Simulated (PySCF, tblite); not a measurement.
# C4H4F2O: geometry, infrared bands, NMR shifts and spin-spin couplings

Aim: predict the infrared bands, NMR shifts and spin-spin couplings of C4H4F2O (`C/C(F)=C/C(=O)F`).

The runs use tblite 0.8.0 and PySCF 2.14.0, with density-fitted response routines of our own; the level of theory stands in each step. All values are computed, except where a source is named. Atoms are numbered from 0 throughout.

### 1 The starting structure

11 atoms, charge 0, multiplicity 1; geometry from: force field or distance geometry start.

Bonds of the start (Å): C0–C1 1.46, C1–F2 1.38, C1–C3 1.33, C3–C4 1.47, C4–O5 1.25, C4–F6 1.38, C0–H7 1.14, C0–H8 1.11, C0–H9 1.13, C3–H10 1.08.

### 2 Relaxing the molecule with GFN2-xTB

The job: settings as JSON, then the geometry in Å.

```
{"job": {"kind": "relax", "xc": "GFN2-xTB", "basis": "xTB"}, "charge": 0, "multiplicity": 1}
C     -1.718400    -0.009600    -0.231900
C     -0.365300     0.224700     0.276300
F     -0.155000     0.968700     1.421600
C      0.700300    -0.281900    -0.329100
C      2.046100    -0.047600     0.225600
O      2.133300     0.653300     1.256800
F      3.151000    -0.568400    -0.410300
H     -2.403500     0.711100     0.321400
H     -1.815300     0.287600    -1.300600
H     -2.092700    -1.055900    -0.045400
H      0.524800    -0.879300    -1.210300
```

Command:

```
OMP_NUM_THREADS=1 python probes_run.py task.json out
```

The driver reads the jobs from task.json and runs them one after another.

**Question.** This job is followed by: GFN2-xTB harmonic vibrations, gas phase; GIAO PBE0/pcSseg-1 NMR shielding, non-relativistic, gas phase; B3LYP/pcJ-1 indirect spin-spin coupling, non-relativistic, gas phase. What will the session give for the following? strongest single infrared mode (GFN2-xTB); zero-point energy (GFN2-xTB); 13C shifts against TMS (PBE0/pcSseg-1); 1H shifts against TMS (PBE0/pcSseg-1, means over atoms taken as alike); 19F shifts against CFCl3 (PBE0/pcSseg-1); 17O shifts against H2O (PBE0/pcSseg-1); largest coupling of the table (B3LYP/pcJ-1).

**Answer**, as computed:

| quantity | value |
| --- | --- |
| strongest single infrared mode (GFN2-xTB) | 1843 cm⁻¹, 451 km/mol |
| zero-point energy (GFN2-xTB) | 45.3 kcal/mol |
| 13C shifts against TMS (PBE0/pcSseg-1) | 188.2, 160.4, 101.0, 22.7 ppm |
| 1H shifts against TMS (PBE0/pcSseg-1, means over atoms taken as alike) | 5.27, 2.21 ppm |
| 19F shifts against CFCl3 (PBE0/pcSseg-1) | 52.1, -52.1 ppm |
| 17O shifts against H2O (PBE0/pcSseg-1) | 440.2 ppm |
| largest coupling of the table (B3LYP/pcJ-1) | 1J(C,F) C4–F6, -388.2 Hz |

**Reading.** Relaxing lowered the energy by 0.729 eV in 83 steps; the close pair that moved most is C4–O5, from 1.250 to 1.182 Å. No mode is imaginary among the 27: a minimum at this level. The strongest single mode, at 1843 cm⁻¹, moves mainly C4 and O5. GFN2-xTB is a fitted tight-binding method: band positions and strengths are rough. Its intensities can rank the bands wrongly. The most deshielded hydrogen is H10 (hydrogen on an α carbon of a C=C–C=O unit), at 5.27 ppm: olefinic region. At PBE0/pcSseg-1: The largest span, 597 ppm, is at O5, where the paramagnetic term is -506 ppm. In the run at B3LYP/pcJ-1, the largest coupling of the table is C4–F6, -388.2 Hz, of which the Fermi-contact term gives -353.7 Hz. Couplings across rotatable bonds belong to this one conformer; where others are populated, the observed values are averages. Density functionals describe couplings to fluorine poorly, F–F couplings above all, so those rows are rough.
